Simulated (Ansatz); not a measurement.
# C4F: the cost of one run

Method: DFT PBE+D3(BJ), scalar-relativistic, plane waves, PAW, in Ansatz 0.2.0.

2 further runs of the same task are left out: 1 that didn't finish, 1 set aside as unsound or not needed.

## (1) The starting structure

It takes space group I4/mmm (No. 139, tetragonal). Conventional cell: a = 3.828 Å, b = 3.828 Å, c = 7.496 Å, α = 90.00°, β = 90.00°, γ = 90.00°. C (site symmetry 4mm) has 1 F at 1.78 Å as nearest neighbours. C (site symmetry mmm) has 2 F at 1.91 Å as nearest neighbours. F (site symmetry 4/mmm) is surrounded by 6 C at 1.78 to 1.91 Å.

Coordinates:

```
CELL_PARAMETERS angstrom
-1.91414 1.91414 3.74792
1.91414 -1.91414 3.74792
1.91414 1.91414 -3.74792
ATOMIC_POSITIONS crystal
C 0.23700 0.23700 0.00000
C 0.76300 0.76300 0.00000
C 0.50000 0.00000 0.50000
C 0.00000 0.50000 0.50000
F 0.00000 0.00000 0.00000
```

Recipe of the guess: species swapped into a database cell of SnF4 (I4/mmm, No. 139), with F on the Sn sites and C on the F sites. Lengths come from tabulated atomic sizes and are only a guess.

## (2) Probe: one point on a coarse mesh

Input file input.yaml:

```yaml
crystal:
  lattice:
    - [-1.9141354, 1.9141354, 3.74792412]
    - [1.9141354, -1.9141354, 3.74792412]
    - [1.9141354, 1.9141354, -3.74792412]
  atoms:
    - { symbol: C, position: [0.237, 0.237, 0.0] }
    - { symbol: C, position: [0.763, 0.763, 0.0] }
    - { symbol: C, position: [0.5, 0.0, 0.5] }
    - { symbol: C, position: [0.0, 0.5, 0.5] }
    - { symbol: F, position: [0.0, 0.0, 0.0] }
basis:
  ecutwfc: 420
kpoints:
  mp_grid: { grid: [6, 6, 6] }
hamiltonian:
  xc: pbe
  dispersion: d3bj
scf:
  occupations: { method: gaussian, width: 0.1 }
  lower_state_search: "off"
output:
  forces: true
  stress: true
  eigenvalues: true
```

Launch:

```
$ ansatz run input.yaml --threads 1 --pin off --max-ram 2560MiB --backend cpu --events-out ev --progress --plain --runs-dir out
```

Q: Estimate wall time and peak memory on 1 thread of Intel Xeon Platinum 8259CL at 2.50GHz (Skylake/Cascade Lake), shared host.

About 1.9 s, with a peak of 0.35 GiB.
